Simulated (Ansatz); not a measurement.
# C2H4ClNOSi: a ladder of functionals and wavefunction methods

An exercise on one series of results from a longer session: the logs are not shown, and one member is left open.

Program: Ansatz 0.2.0, Gaussian basis. Level of theory: functionals in def2-TZVPP, the program's frozen cores in correlated methods. These are calculated values, not measurements.

Plan: PBE-D4, r2SCAN-D4, PBE0-D4, B3LYP-D4, ωB97X-V, ωB97M-V, B2PLYP; CCSD(T)/def2-TZVPP; MP2/def2-QZVPP; extrapolation to the limit.

## Structure used throughout

An earlier PBE0-D4 in a triple-zeta def2 set relaxation fixed the geometry.

10 atoms, charge 0, spin multiplicity 1.

Atoms are counted from 1 here; the program's logs count them from 0.

Bond lengths: N1–Si2 1.688 Å, N1–H7 1.005 Å, N1–H8 1.004 Å, Si2–Cl3 2.051 Å, Si2–C4 1.778 Å, Si2–C5 1.784 Å, C4–C5 1.358 Å, C4–H9 1.086 Å, C5–O6 1.331 Å, O6–H10 0.967 Å. Angles: Si2–N1–H7 122.4°, Si2–N1–H8 122.5°, H7–N1–H8 114.1°, N1–Si2–Cl3 104.0°, N1–Si2–C4 126.0°, N1–Si2–C5 128.1°, Cl3–Si2–C4 123.2°, Cl3–Si2–C5 121.4°, C4–Si2–C5 44.8°, Si2–C4–C5 67.8°, Si2–C4–H9 157.5°, C5–C4–H9 134.6°, Si2–C5–C4 67.3°, Si2–C5–O6 156.6°, C4–C5–O6 136.1°, C5–O6–H10 109.4°.

The first run:

in.yaml

```yaml
crystal:
  periodic: [false, false, false]
  atoms:
    - {symbol: N, position_ang: [-0.579628, -1.939066, -0.017250]}
    - {symbol: Si, position_ang: [-0.022265, -0.460398, 0.577378]}
    - {symbol: Cl, position_ang: [-0.163212, -0.657990, 2.614258]}
    - {symbol: C, position_ang: [1.154977, 0.608706, -0.217953]}
    - {symbol: C, position_ang: [-0.094468, 1.139935, -0.208583]}
    - {symbol: O, position_ang: [-0.663897, 2.258721, -0.650908]}
    - {symbol: H, position_ang: [-0.640841, -2.135996, -1.000945]}
    - {symbol: H, position_ang: [-1.034010, -2.619215, 0.565794]}
    - {symbol: H, position_ang: [2.120207, 0.936844, -0.590988]}
    - {symbol: H, position_ang: [0.006236, 2.817159, -1.067904]}
basis:
  gaussian: {orbitals: def2-TZVPP}
hamiltonian: {xc: pbe, dispersion: d4}
output: {forces: true, orbitals: {seedname: orbitals}}
```

On the command line:

```bash
> ansatz run in.yaml --threads 4 --pin off --events-out ev --progress --plain --max-ram 10444MiB
```

Among the steps run: PBE-D4 (GGA); r2SCAN-D4 (meta-GGA); PBE0-D4 (hybrid); B3LYP-D4 (hybrid); ωB97X-V (range-separated); ωB97M-V (range-separated); B2PLYP (double hybrid); CCSD(T) in def2-TZVPP; MP2 in def2-QZVPP.

One of the session's tables, all rows but one given; the rest of the session is left out.

It belongs to the step «Atomisation energies». 

```
            method  atomisation energy (kJ/mol)
            PBE-D4                       4062.4
         r2SCAN-D4                       3945.7
           PBE0-D4                       3955.2
          B3LYP-D4                       3912.2
           ωB97X-V                       3942.4
           ωB97M-V                            ?
            B2PLYP                       3873.9
     HF/def2-TZVPP                       2672.9
    MP2/def2-TZVPP                       3916.1
   CCSD/def2-TZVPP                       3703.4
CCSD(T)/def2-TZVPP                       3787.6
           MP2/CBS                       4051.5
       CCSD(T)/CBS                       3922.9
```

Estimate the missing values for ωB97M-V.

The run gave: atomisation energy (kJ/mol): 3950.9. In the column «atomisation energy (kJ/mol)» it lies between r2SCAN-D4 (3945.7) and PBE0-D4 (3955.2).

To keep in mind: Free atoms (1 N, 1 Si, 1 Cl, 2 C, 1 O, 4 H) were run apart at each level; the atomisation energy is their sum less the molecule, without zero-point or spin-orbit terms.
